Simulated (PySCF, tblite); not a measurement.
# C₆H₉BClF: geometry, infrared bands and NMR shifts

What infrared bands and NMR shifts should C₆H₉BClF (`C=C1C[C@@H](CBCl)[C@H]1F`) show?

Programs: tblite 0.8.0 and PySCF 2.14.0, with density-fitted response routines of our own. Each step states its level of theory. These are calculated values for one molecule in the gas phase, unless marked as measured. Atoms are numbered from 0 throughout.

## Step 1: Starting geometry

18 atoms, charge 0, multiplicity 1; geometry from: force field or distance geometry start.

Bonds of the start (Å): C0–C1 1.32, C1–C2 1.50, C2–C3 1.51, C3–C4 1.50, C4–B5 1.58, B5–Cl6 1.86, C3–C7 1.54, C7–F8 1.36, C7–C1 1.52, C0–H9 1.08, C0–H10 1.09, C2–H11 1.10, C2–H12 1.09, C3–H13 1.10, C4–H14 1.11, C4–H15 1.11, B5–H16 1.19, C7–H17 1.11.

## Step 2: Geometry optimisation with GFN2-xTB

Job settings and geometry (Å):

```
{"job": {"kind": "relax", "xc": "GFN2-xTB", "basis": "xTB"}, "charge": 0, "multiplicity": 1}
C     -2.244500     0.835100     0.791600
C     -1.371500    -0.090600     0.449500
C     -1.004400    -0.907500    -0.754000
C      0.417700    -0.811000    -0.253200
C      1.005200     0.558400    -0.451400
B      2.487300     0.595200     0.087200
Cl     3.272900     2.272900     0.183700
C     -0.234100    -0.829700     1.146200
F      0.476100    -0.050700     2.001600
H     -2.956800     1.162300     0.041600
H     -2.296400     1.275700     1.790400
H     -1.441100    -1.918000    -0.726300
H     -1.122400    -0.331800    -1.676000
H      1.068600    -1.677600    -0.430500
H      0.385300     1.272300     0.129900
H      0.934300     0.867800    -1.514500
H      3.146200    -0.371400    -0.105500
H     -0.531400    -1.845200     1.483600
```

On the command line:

```
$ OMP_NUM_THREADS=1 python probes_run.py task.json out
```

This one command runs all jobs of the session in turn.

**Question.** This job is followed by: GFN2-xTB harmonic vibrations, gas phase; GIAO PBE0/pcSseg-1 NMR shielding, non-relativistic, gas phase. What will the session give for the following? strongest single infrared mode (GFN2-xTB); zero-point energy (GFN2-xTB); 13C shifts against TMS (PBE0/pcSseg-1); 1H shifts against TMS (PBE0/pcSseg-1); 11B shifts against BF3·OEt2 (PBE0/pcSseg-1); 35Cl shifts against HCl (PBE0/pcSseg-1); 19F shifts against CFCl3 (PBE0/pcSseg-1).

**Answer**, as computed:

| quantity | value |
| --- | --- |
| strongest single infrared mode (GFN2-xTB) | 1066 cm⁻¹, 148 km/mol |
| zero-point energy (GFN2-xTB) | 85.4 kcal/mol |
| 13C shifts against TMS (PBE0/pcSseg-1) | 157.0, 120.8, 92.0, 38.1, 35.9, 34.3 ppm |
| 1H shifts against TMS (PBE0/pcSseg-1) | 6.95, 5.85, 5.59, 5.58, 2.98, 2.74, 2.18, 1.65, 1.42 ppm |
| 11B shifts against BF3·OEt2 (PBE0/pcSseg-1) | 74.0 ppm |
| 35Cl shifts against HCl (PBE0/pcSseg-1) | 293 ppm |
| 19F shifts against CFCl3 (PBE0/pcSseg-1) | -202.0 ppm |

In words: Over 105 steps the energy fell by 1.151 eV; of the close pairs, B5–Cl6 changed most, 1.855 to 1.689 Å. No mode is imaginary among the 48: a minimum at this level. The strongest single mode, at 1066 cm⁻¹, is spread over several atoms, H16, B5, H11, H14 among them. GFN2-xTB is a fitted tight-binding method: band positions and strengths are rough. Its intensities can rank the bands wrongly. C1 (fully substituted alkene carbon) lies farthest downfield among carbon, at 157.0 ppm; an sp2 carbon of a C=C bond. At PBE0/pcSseg-1: Shielding is most anisotropic at Cl6 (span 720 ppm, paramagnetic term -490 ppm).
